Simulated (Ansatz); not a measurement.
Predict the output of the script below (Ansatz 0.2.0, Python API).

The script, `run_torsion.py`:
```python
'''Rigid torsion scan of BBrClH3Si.'''

import ansatz as az
from ase import Atoms

atoms = Atoms(['Cl', 'Si', 'B', 'Br', 'H', 'H', 'H'], positions=[
    [0.3504, 2.4228, 0.2331],
    [-0.5725, 0.5616, 0.1699],
    [0.7564, -0.755, -0.2578],
    [0.3681, -2.6783, -0.3741],
    [-1.613, 0.5225, -0.8794],
    [-1.1619, 0.2759, 1.48],
    [1.9339, -0.4174, -0.4175],
])

# relax first, so that the scan starts from a minimum
first = (
    az.Crystal.molecule_from_ase(atoms).calculation()
    .basis(gaussian='def2-SVP')
    .functional('HF')
    .accuracy('medium')
    .relax(force_tolerance=0.02, max_steps=80)
)
atoms.positions = first.run().report['positions_ang']

start = atoms.get_dihedral(0, 1, 2, 3)
energies = {}
for turn in range(0, 360, 30):
    turned = atoms.copy()
    turned.set_dihedral(0, 1, 2, 3, start + turn, indices=[2, 3, 6])
    calc = (
        az.Crystal.molecule_from_ase(turned).calculation()
        .basis(gaussian='def2-SVP')
        .functional('HF')
        .accuracy('medium')
    )
    energies[round((start + turn) % 360)] = calc.run().report['free_energy_ev']
floor = min(energies.values())
print('dihedral Cl0-Si1-B2-Br3 (deg)   E - E(min) (kcal/mol)')
for angle, e in sorted(energies.items()):
    print(f'{angle:8d} {23.060548 * (e - floor):14.3f}  ' + '#' * int(30 * (e - floor) / max(max(energies.values()) - floor, 1e-9)))
```

`python run_torsion.py` gives:
```text
dihedral Cl0-Si1-B2-Br3 (deg)   E - E(min) (kcal/mol)
      29          1.279  ############################
      59          1.327  #############################
      89          1.345  #############################
     119          0.965  #####################
     149          0.324  #######
     179          0.000
     209          0.301  ######
     239          0.938  ####################
     269          1.335  #############################
     299          1.330  #############################
     329          1.275  ############################
     359          1.348  ##############################
```

What to keep in mind:
- These settings explore the input space; basis and method may be short of convergence.
- The scan is rigid and the energies are electronic, in a modest basis. With rigid groups the curve can differ much from the relaxed path, the start wasn't checked as a minimum of this torsion, and equivalent turns needn't return to the same energy.
- Finished in 39 s on 1 thread of Arm Neoverse V1, with other jobs on the host, peak memory 0.28 GiB.
